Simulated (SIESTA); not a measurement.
Here is a SIESTA 5.4.2 calculation.

Contents of NiMoIrPdW.fdf:

```
SystemName                      NiMoIrPdW
SystemLabel                     NiMoIrPdW
NumberOfSpecies                 5
NumberOfAtoms                   5
%block ChemicalSpeciesLabel
  1  28 Ni
  2  42 Mo
  3  46 Pd
  4  77 Ir
  5  74 W
%endblock ChemicalSpeciesLabel

LatticeConstant                 1.0 Ang
%block LatticeVectors
     4.1467000000     0.0000000000     0.0000000000
    -2.0733500000     3.5911500000     0.0000000000
     0.0000000000     0.0000000000     5.4162900000
%endblock LatticeVectors
AtomicCoordinatesFormat         Fractional
%block AtomicCoordinatesAndAtomicSpecies
     0.0000000000     0.0000000000     0.0222100000  1  Ni
     0.6666700000     0.3333300000     0.4599600000  2  Mo
     0.3333300000     0.6666700000     0.7460100000  3  Pd
     0.3333300000     0.6666700000     0.2564100000  4  Ir
     0.6666700000     0.3333300000     0.9998500000  5  W
%endblock AtomicCoordinatesAndAtomicSpecies

%block kgrid.MonkhorstPack
    5   0   0  0.0
    0   5   0  0.0
    0   0   4  0.0
%endblock kgrid.MonkhorstPack
XC.Functional                   VDW
XC.Authors                      LMKLL
PAO.BasisSize                   DZP
PAO.EnergyShift                 0.003 Ry
Mesh.Cutoff                     800 Ry
Spin                            polarized
%block DM.InitSpin
    1   1.000
    2   1.000
    3   0.000
    4   0.600
    5   0.000
%endblock DM.InitSpin
OccupationFunction              FD
ElectronicTemperature           0.05 eV
MaxSCFIterations                200
SCF.MustConverge                false
SCF.Mixer.Method                Pulay
SCF.Mixer.Weight                0.1
SCF.Mixer.History               10
SCF.DM.Tolerance                5.0e-05
SCF.H.Tolerance                 1.0e-03 eV
WriteForces                     true
Charge.Mulliken                 end
MD.TypeOfRun                    Broyden
MD.Steps                        40
MD.MaxForceTol                  0.02 eV/Ang
MD.MaxDispl                     0.1 Ang
WriteCoorStep                   true
AtomCoorFormatOut               Fractional
MD.VariableCell                 true
MD.MaxStressTol                 0.1 GPa
%block PAO.Basis
  Ni 5
  n=3 0 2
    2.432 0.000
  n=4 0 2
    7.067 0.000
  n=3 1 2
    2.716 0.000
  n=4 1 1
    7.067
  n=3 2 2
    4.449 0.000
  Mo 5
  n=4 0 2
    3.228 0.000
  n=5 0 2
    8.986 0.000
  n=4 1 2
    3.722 0.000
  n=5 1 1
    8.986
  n=4 2 2
    6.830 0.000
  Pd 5
  n=4 0 2
    2.822 0.000
  n=5 0 2
    8.651 0.000
  n=4 1 2
    3.234 0.000
  n=5 1 1
    8.651
  n=4 2 2
    5.996 0.000
  Ir 5
  n=5 0 2
    2.788 0.000
  n=6 0 2
    6.858 0.000
  n=5 1 2
    3.320 0.000
  n=6 1 1
    6.858
  n=5 2 2
    5.681 0.000
  W 5
  n=5 0 2
    3.039 0.000
  n=6 0 2
    7.687 0.000
  n=5 1 2
    3.648 0.000
  n=6 1 1
    7.687
  n=5 2 2
    6.708 0.000
%endblock PAO.Basis
Diag.ParallelOverK              true
```

Potentials or basis: PseudoDojo 0.4 standard (PBE files), DZP (energy shift 0.003 Ry; two zetas on semicore shells).

The run is started by

```sh
$ mpirun -n 4 siesta NiMoIrPdW.fdf > NiMoIrPdW.out 2>&1
```

Task: What does it give for the net moment?

Result: 0.00 μB per cell.

Task: What does it give for the band gap on the k mesh?

Result: None (metal or under the smearing width).

Task: What does it give for the space group after relaxing (to 0.05 Å)?

Result: P3m1 (No. 156).

Final structure:
```
Ni Mo Pd Ir W
1.0
     4.24989    0.00005    0.00001
    -2.12490    3.68054   -0.00001
     0.00001   -0.00001    5.62678
Ni Mo Pd Ir W
1 1 1 1 1
Direct
  0.00000 0.00000 0.02025
  0.66667 0.33333 0.45500
  0.33333 0.66667 0.74548
  0.33333 0.66667 0.26210
  0.66666 0.33334 0.00165
```

Caveat: short orbitals over semicore shells can move pressures by several GPa; the valence orbitals were made in a potential fitted to the semicore shell under them, which widens gaps by tenths of an eV or more; the potentials were made for another functional, which shifts forces and pressure; the basis of atomic orbitals isn't converged, which shifts pressures, moduli and gaps. The run has no spin-orbit coupling, so splittings on Ir, W are missing.
